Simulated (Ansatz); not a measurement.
**C2H8OSSi: up Jacob's ladder to CCSD(T)**

The task here is to estimate one member of a computed series from the others.

Computed with Ansatz 0.2.0, Gaussian basis. Level: functionals in def2-TZVPP, the program's frozen cores in correlated methods.

The runs, in order: PBE-D4, r2SCAN-D4, PBE0-D4, B3LYP-D4, ωB97X-V, ωB97M-V, B2PLYP; CCSD(T)/def2-TZVPP; MP2/def2-QZVPP; extrapolation to the limit.

### Structure used throughout

All runs share one geometry, relaxed beforehand with PBE0-D4 in a triple-zeta def2 set.

SMILES `CSC[SiH2]O`, 13 atoms, charge 0, spin multiplicity 1.

Atoms are counted from 1 here; the program's logs count them from 0.

Bond lengths: C1–S2 1.798 Å, C1–H6 1.090 Å, C1–H7 1.090 Å, C1–H8 1.091 Å, S2–C3 1.813 Å, C3–Si4 1.881 Å, C3–H9 1.094 Å, C3–H10 1.094 Å, Si4–O5 1.644 Å, Si4–H11 1.490 Å, Si4–H12 1.484 Å, O5–H13 0.964 Å. Angles: S2–C1–H6 106.6°, S2–C1–H7 112.2°, S2–C1–H8 110.6°, H6–C1–H7 108.9°, H6–C1–H8 108.8°, H7–C1–H8 109.7°, C1–S2–C3 100.9°, S2–C3–Si4 110.5°, S2–C3–H9 105.1°, S2–C3–H10 110.1°, Si4–C3–H9 109.0°, Si4–C3–H10 114.4°, H9–C3–H10 107.2°, C3–Si4–O5 108.3°, C3–Si4–H11 109.3°, C3–Si4–H12 111.5°, O5–Si4–H11 111.6°, O5–Si4–H12 107.5° and more.

As a file:

```
C    -1.6364    0.8113    0.8143
S     0.0872    1.3209    0.8677
C     0.9216   -0.2834    0.7392
Si    0.8175   -0.9419   -1.0195
O     1.1909    0.2823   -2.0515
H    -2.2319    1.7218    0.8859
H    -1.8856    0.2992   -0.1153
H    -1.8736    0.1680    1.6635
H     1.9687   -0.0809    0.9831
H     0.5391   -0.9679    1.5015
H    -0.5541   -1.4696   -1.2665
H     1.7954   -2.0342   -1.2508
H     0.8817    1.1398   -1.7369
```

Set-up of the first run:

Contents of in.yaml:

```yaml
crystal:
  periodic: [false, false, false]
  atoms:
    - {symbol: C, position_ang: [-1.636368, 0.811269, 0.814328]}
    - {symbol: S, position_ang: [0.087167, 1.320850, 0.867712]}
    - {symbol: C, position_ang: [0.921615, -0.283405, 0.739205]}
    - {symbol: Si, position_ang: [0.817478, -0.941938, -1.019541]}
    - {symbol: O, position_ang: [1.190894, 0.282320, -2.051514]}
    - {symbol: H, position_ang: [-2.231915, 1.721796, 0.885926]}
    - {symbol: H, position_ang: [-1.885564, 0.299167, -0.115267]}
    - {symbol: H, position_ang: [-1.873558, 0.168038, 1.663529]}
    - {symbol: H, position_ang: [1.968653, -0.080941, 0.983099]}
    - {symbol: H, position_ang: [0.539132, -0.967875, 1.501462]}
    - {symbol: H, position_ang: [-0.554064, -1.469570, -1.266485]}
    - {symbol: H, position_ang: [1.795397, -2.034163, -1.250781]}
    - {symbol: H, position_ang: [0.881734, 1.139750, -1.736872]}
basis:
  gaussian: {orbitals: def2-TZVPP}
hamiltonian: {xc: pbe, dispersion: d4}
output: {forces: true, orbitals: {seedname: orbitals}}
```

Started as:

```sh
$ ansatz run in.yaml --threads 4 --pin off --events-out ev --progress --plain --max-ram 10444MiB
```

Among the steps run: PBE-D4 (GGA); r2SCAN-D4 (meta-GGA); PBE0-D4 (hybrid); B3LYP-D4 (hybrid); ωB97X-V (range-separated); ωB97M-V (range-separated); B2PLYP (double hybrid); CCSD(T) in def2-TZVPP; MP2 in def2-QZVPP.

One table of the session follows, with a row left open; its other results are not shown here.

It belongs to the step «Atomisation energies». 

```
            method  atomisation energy (kJ/mol)
            PBE-D4                       4730.3
         r2SCAN-D4                       4683.9
           PBE0-D4                            ?
          B3LYP-D4                       4666.4
           ωB97X-V                       4693.4
           ωB97M-V                       4695.2
            B2PLYP                       4614.5
     HF/def2-TZVPP                       3427.9
    MP2/def2-TZVPP                       4612.9
   CCSD/def2-TZVPP                       4496.3
CCSD(T)/def2-TZVPP                       4559.5
           MP2/CBS                       4739.6
       CCSD(T)/CBS                       4686.2
```

Estimate the missing values for PBE0-D4.

The run gave: atomisation energy (kJ/mol): 4667.8. In the column «atomisation energy (kJ/mol)» it lies between B3LYP-D4 (4666.4) and r2SCAN-D4 (4683.9).

To keep in mind: Free atoms (2 C, 1 S, 1 Si, 1 O, 8 H) were run apart at each level; the atomisation energy is their sum less the molecule, without zero-point or spin-orbit terms.
